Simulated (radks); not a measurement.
# Er²⁺ in [Kr] 4d10 4f12 5s2 5p5.75 6s0.25: an all-electron calculation

Aim: the levels, the sizes of the orbitals and the parts of the energy of the erbium ion Er2+.

Program: radks (a radial shooting solver on a logarithmic mesh, Libxc functionals) version 1. Level of theory: scalar-relativistic Kohn-Sham, BLYP, spin-unpolarised, spherical densities, finite nucleus. These are calculated values, not measurements, unless marked.

## (1) Starting point

* element: erbium (Z = 68)
* charge: +2
* electrons: 66
* configuration: [Kr] 4d10 4f12 5s2 5p5.75 6s0.25
* nuclear rms radius: 5.2516 fm

## (2) The run

Input:

```text
Z 68
configuration [Kr] 4d10 4f12 5s2 5p5.75 6s0.25 5d0 6p0
relativity scalar-relativistic
functional b88,lyp
spin unpolarised
nucleus finite rms 5.2516 fm
c 137.035999084
```

Launch:

```
$ python run_ks.py task.json out
```

The same process makes all the runs of this session.

Q: Predict the outcome of this run.

**Answer**, as computed:

| quantity | value |
| --- | --- |
| total energy | -13084.9841 hartree |
| exchange-correlation share of it | 2.13 % |
| −T/E | 1.0840 |
| highest occupied level | 6s, -15.659 eV |
| most extended occupied level | 6s, <r> = 3.28 bohr |
| radius at density 0.001 e/bohr³ | 3.58 bohr |
| maxima of the radial density | 4 |

**Reading.** The radial density shows 4 maxima for 6 occupied principal shells; where shells overlap, one shows as a shoulder or not at all. −T/E is 1.084: with relativity the kinetic term as defined here no longer equals −E. This is not the tabulated ground configuration, so its levels and sizes aren't those of the ground state, and no measured value stands beside it.
